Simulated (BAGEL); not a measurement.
**SiH4S3 (SMILES S[SiH](S)S): HF/cc-pVDZ (density fitting with qzvpp-jkfit)**

Aim: the energy change on altering one bond length of SiH4S3 at HF/cc-pVDZ (density fitting with qzvpp-jkfit), from 2 runs. 

The calculation is run with BAGEL 1.2.2.

2 further runs of the same task are left out: 2 that didn't finish. Runs told in other sessions of the task aren't counted.

**1. Starting point**

The species is SiH4S3 (8 atoms), meant as a singlet with charge 0. As SMILES, `S[SiH](S)S`. The coordinates come from a PBE0-D4/def2-TZVP relaxation. This is one conformer, not always the lowest.

Bond lengths: S1–Si2 2.123 Å, Si2–S3 2.132 Å, Si2–S4 2.134 Å, S1–H5 1.344 Å, Si2–H6 1.483 Å, S3–H7 1.344 Å, S4–H8 1.345 Å. Angles: S1–Si2–S3 103.1°, S1–Si2–S4 106.5°, S3–Si2–S4 117.1°, S1–Si2–H6 115.2°, S3–Si2–H6 107.6°, S4–Si2–H6 107.7°, Si2–S1–H5 94.0°, Si2–S3–H7 93.2°, Si2–S4–H8 93.7°.

**2. The energy at HF/cc-pVDZ (density fitting with qzvpp-jkfit)**

File hf.json:

```json
{ "bagel" : [

{
  "title" : "molecule",
  "basis" : "cc-pvdz.json",
  "df_basis" : "qzvpp-jkfit",
  "angstrom" : true,
  "geometry" : [
    { "atom" : "S", "xyz" : [   -0.544300,    1.776500,   -1.229100 ] },
    { "atom" : "Si", "xyz" : [    0.100100,    0.183500,    0.018000 ] },
    { "atom" : "S", "xyz" : [    2.044800,   -0.262400,   -0.732700 ] },
    { "atom" : "S", "xyz" : [   -1.377800,   -1.347700,   -0.143500 ] },
    { "atom" : "H", "xyz" : [   -1.843300,    1.616800,   -0.921300 ] },
    { "atom" : "H", "xyz" : [    0.241700,    0.523900,    1.454100 ] },
    { "atom" : "H", "xyz" : [    2.509800,   -0.628200,    0.473600 ] },
    { "atom" : "H", "xyz" : [   -1.038900,   -1.919600,    1.025200 ] }
  ]
},
{ "title" : "hf" },
{ "title" : "print", "file" : "orbitals.molden", "orbitals" : true }

]}
```

The basis set cc-pVDZ is read from a file made from the Basis Set Exchange's data (not shown).

The run is started by

```bash
$ BAGEL_NUM_THREADS=1 BAGEL hf.json > hf.out
```

Log:

```text
* using 1 threads per process

  ===============================================================
  ===============================================================

  *** Geometry ***

  { "atom" : "S", "xyz" : [     -1.028578,      3.357098,     -2.322662 ] },
  { "atom" : "Si", "xyz" : [      0.189162,      0.346765,      0.034015 ] },
  { "atom" : "S", "xyz" : [      3.864112,     -0.495864,     -1.384602 ] },
  { "atom" : "S", "xyz" : [     -2.603665,     -2.546784,     -0.271176 ] },
  { "atom" : "H", "xyz" : [     -3.483332,      3.055309,     -1.741005 ] },
  { "atom" : "H", "xyz" : [      0.456747,      0.990028,      2.747851 ] },
  { "atom" : "H", "xyz" : [      4.742835,     -1.187126,      0.894974 ] },
  { "atom" : "H", "xyz" : [     -1.963236,     -3.627518,      1.937347 ] },

  Number of auxiliary basis functions:      584

  Since a DF basis is specified, we compute 2- and 3-index integrals:
    o Being stored without compression. Storage requirement is 0.040 GB

  Number of basis functions:       92
  Number of electrons      :       66

    * METHOD: MOLECULE                             0.31

  *** RHF ***

  === Nuclear Repulsion ===
   339.3810208706

      * DIIS with orbital gradients will be used.

  === RHF iteration (cc-pvdz.json) ===
      0      -1483.88023661          0.00651667           0.12
      1      -1483.93924891          0.00253720           0.11
      2      -1483.94553010          0.00096763           0.11
      3      -1483.94656126          0.00015068           0.11
      4      -1483.94659202          0.00005283           0.11
      5      -1483.94659589          0.00001250           0.10
      6      -1483.94659622          0.00000318           0.11
      7      -1483.94659624          0.00000099           0.10
      8      -1483.94659624          0.00000033           0.11
      9      -1483.94659624          0.00000010           0.11
     10      -1483.94659624          0.00000004           0.11
     11      -1483.94659624          0.00000001           0.11
     12      -1483.94659624          0.00000000           0.11
    * SCF iteration converged.

    * Permanent dipole moment:
           (    0.116708,     0.233763,    -0.996950) a.u.

    * METHOD: HF                                   1.61

    * METHOD: PRINT                                0.03

  ===============================================================
```

Run time: 2.1 s. Hardware: 1 thread of AMD EPYC 9B14 (Zen 4), shared host; peak memory 0.17 GiB.

**3. The distorted shape**

File input.json:

```json
{ "bagel": [

{
  "title": "molecule",
  "basis": "cc-pvdz.json",
  "df_basis": "qzvpp-jkfit",
  "angstrom": "true",
  "geometry": [
    { "atom": "S", "xyz": [      -0.615100,       1.606301,      -1.947147 ] },
    { "atom": "Si", "xyz": [       0.029300,       0.013301,      -0.700047 ] },
    { "atom": "S", "xyz": [       1.974000,      -0.432599,      -1.450747 ] },
    { "atom": "S", "xyz": [      -1.448600,      -1.517899,      -0.861547 ] },
    { "atom": "H", "xyz": [      -1.914100,       1.446601,      -1.639347 ] },
    { "atom": "H", "xyz": [       0.241700,       0.523900,       1.454100 ] },
    { "atom": "H", "xyz": [       2.439000,      -0.798399,      -0.244447 ] },
    { "atom": "H", "xyz": [      -1.109700,      -2.089799,       0.307153 ] }
  ]
},

{ "title": "hf" },

{ "title": "print", "file": "orbitals.molden", "orbitals": "true" }

]}
```

The basis set cc-pVDZ is read from a file made from the Basis Set Exchange's data (not shown).

The run is started by

```bash
$ BAGEL_NUM_THREADS=1 BAGEL input.json > input.out
```

Log:

```text
* using 1 threads per process

  ===============================================================
  ===============================================================

  *** Geometry ***

  { "atom" : "S", "xyz" : [     -1.162371,      3.035469,     -3.679575 ] },
  { "atom" : "Si", "xyz" : [      0.055369,      0.025135,     -1.322897 ] },
  { "atom" : "S", "xyz" : [      3.730319,     -0.817494,     -2.741515 ] },
  { "atom" : "S", "xyz" : [     -2.737457,     -2.868413,     -1.628088 ] },
  { "atom" : "H", "xyz" : [     -3.617125,      2.733680,     -3.097917 ] },
  { "atom" : "H", "xyz" : [      0.456747,      0.990028,      2.747851 ] },
  { "atom" : "H", "xyz" : [      4.609042,     -1.508755,     -0.461938 ] },
  { "atom" : "H", "xyz" : [     -2.097029,     -3.949148,      0.580435 ] },

  Number of auxiliary basis functions:      584

  Since a DF basis is specified, we compute 2- and 3-index integrals:
    o Being stored without compression. Storage requirement is 0.040 GB

  Number of basis functions:       92
  Number of electrons      :       66

    * METHOD: MOLECULE                             0.31

  *** RHF ***

  === Nuclear Repulsion ===
   336.2542487591

      * DIIS with orbital gradients will be used.

  === RHF iteration (cc-pvdz.json) ===
      0      -1483.80396545          0.00601324           0.12
      1      -1483.85872141          0.00231795           0.11
      2      -1483.86480890          0.00089160           0.10
      3      -1483.86575456          0.00015191           0.11
      4      -1483.86578551          0.00005718           0.10
      5      -1483.86578982          0.00001419           0.10
      6      -1483.86579028          0.00000381           0.11
      7      -1483.86579031          0.00000114           0.11
      8      -1483.86579031          0.00000039           0.11
      9      -1483.86579031          0.00000013           0.10
     10      -1483.86579031          0.00000005           0.11
     11      -1483.86579031          0.00000002           0.11
     12      -1483.86579031          0.00000001           0.11
    * SCF iteration converged.

    * Permanent dipole moment:
           (    0.174903,     0.418102,    -0.366452) a.u.

    * METHOD: HF                                   1.63

    * METHOD: PRINT                                0.03

  ===============================================================
```

Wall time 2.2 s (1 thread of AMD EPYC 9B14 (Zen 4), shared host); peak memory 0.17 GiB.

**4. Outcome**

Level: HF/cc-pVDZ (density fitting with qzvpp-jkfit).

| quantity | value |
| --- | --- |
| first shape: total energy | -1483.94660 Eh |
| first shape: dipole moment | 2.62 D |
| first shape: HOMO energy | -10.23 eV |
| first shape: LUMO energy | 3.37 eV |
| first shape: HOMO–LUMO gap | 13.60 eV |
| distorted shape: total energy | -1483.86579 Eh |
| distorted shape: dipole moment | 1.48 D |
| distorted shape: HOMO energy | -9.84 eV |
| distorted shape: LUMO energy | 1.44 eV |
| distorted shape: HOMO–LUMO gap | 11.28 eV |
| energy change with the Si2–H6 bond stretched from 1.483 to 2.224 Å | 2.199 eV |

What this shows: With the Si2–H6 bond stretched from 1.483 to 2.224 Å the energy rises by 2.20 eV (212 kJ/mol). The first shape isn't relaxed at this level, so the change isn't measured from a minimum.
